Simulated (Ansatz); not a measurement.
**FH6SbSi (SMILES [SiH3]F.[SbH3]): Born-Oppenheimer dynamics**

The task is to watch the atoms for 40 steps of 0.25 fs, started with velocities for 300 K and run with a Langevin thermostat.

Computed with Ansatz 0.2.0, Gaussian basis. Level: PBE-D4/def2-SVP.

## (1) The system as given

The start, a pair relaxed at PBE0-D4: SMILES `[SiH3]F.[SbH3]`, 9 atoms, charge 0, spin multiplicity 1.

Atoms are counted from 1 here; the program's logs count them from 0.

Bond lengths: Si1–F2 1.604 Å, Si1–H3 1.481 Å, Si1–H4 1.482 Å, Si1–H5 1.481 Å, Sb6–H7 1.709 Å, Sb6–H8 1.711 Å, Sb6–H9 1.707 Å. Angles: F2–Si1–H3 108.3°, F2–Si1–H4 107.8°, F2–Si1–H5 108.2°, H3–Si1–H4 110.8°, H3–Si1–H5 110.9°, H4–Si1–H5 110.7°, H7–Sb6–H8 91.0°, H7–Sb6–H9 91.4°, H8–Sb6–H9 91.2°.

As a file:

```csv
atom,x (Å),y (Å),z (Å)
Si1,-0.30752,0.20850,-1.77723
F2,1.09951,0.53494,-1.07898
H3,-0.76396,-1.11855,-1.30462
H4,-0.09366,0.20021,-3.24357
H5,-1.27138,1.26585,-1.39421
Sb6,0.92828,0.13688,2.26296
H7,-0.51978,0.64579,1.51070
H8,0.05041,-0.51333,3.57991
H9,0.87801,-1.36030,1.44493
```

## (2) The run

Contents of md/in.yaml:

```yaml
crystal:
  periodic: [false, false, false]
  atoms:
    - {symbol: Si, position_ang: [-0.307521, 0.208496, -1.777227]}
    - {symbol: F, position_ang: [1.099507, 0.534943, -1.078982]}
    - {symbol: H, position_ang: [-0.763963, -1.118553, -1.304616]}
    - {symbol: H, position_ang: [-0.093659, 0.200213, -3.243574]}
    - {symbol: H, position_ang: [-1.271382, 1.265853, -1.394210]}
    - {symbol: Sb, position_ang: [0.928280, 0.136879, 2.262965]}
    - {symbol: H, position_ang: [-0.519783, 0.645793, 1.510704]}
    - {symbol: H, position_ang: [0.050413, -0.513330, 3.579909]}
    - {symbol: H, position_ang: [0.878010, -1.360295, 1.444931]}
basis:
  gaussian: {orbitals: def2-SVP}
hamiltonian: {xc: pbe, dispersion: d4}
md: {n_steps: 40, timestep: 0.25, temperature: 300, ensemble: nvt_langevin, seed: 686, friction: 0.002, initial_velocities: maxwell_boltzmann}
```

Launch:

```console
$ ansatz run in.yaml --threads 4 --pin off --events-out ev --progress --plain --max-ram 9574MiB
```

Q: Predict the outcome of this session. Wanted: temperature at the start; mean temperature, second half; lowest and highest potential energy, from the first frame; largest change of potential + kinetic.

As calculated:

| quantity | value |
| --- | --- |
| length | 40 steps, 10.0 fs |
| temperature at the start | 267 K |
| mean temperature, second half | 200 K |
| lowest and highest potential energy, from the first frame | 0 and 127 meV |
| largest change of potential + kinetic | 9.2 meV |

The thermostat trades energy with the molecule, so the sum of potential and kinetic energy isn't conserved: it changes by -5 meV over the run. The mean temperature of the second half is still well below the 300 K set. The instant temperature ranges from 153 to 267 K, as energy passes between motion and strain. No bond breaks or forms, judged by distance. Under Langevin the temperature counts 3N degrees of freedom, more than the drawn velocities fill, so it starts at 267 K, not 300 K.
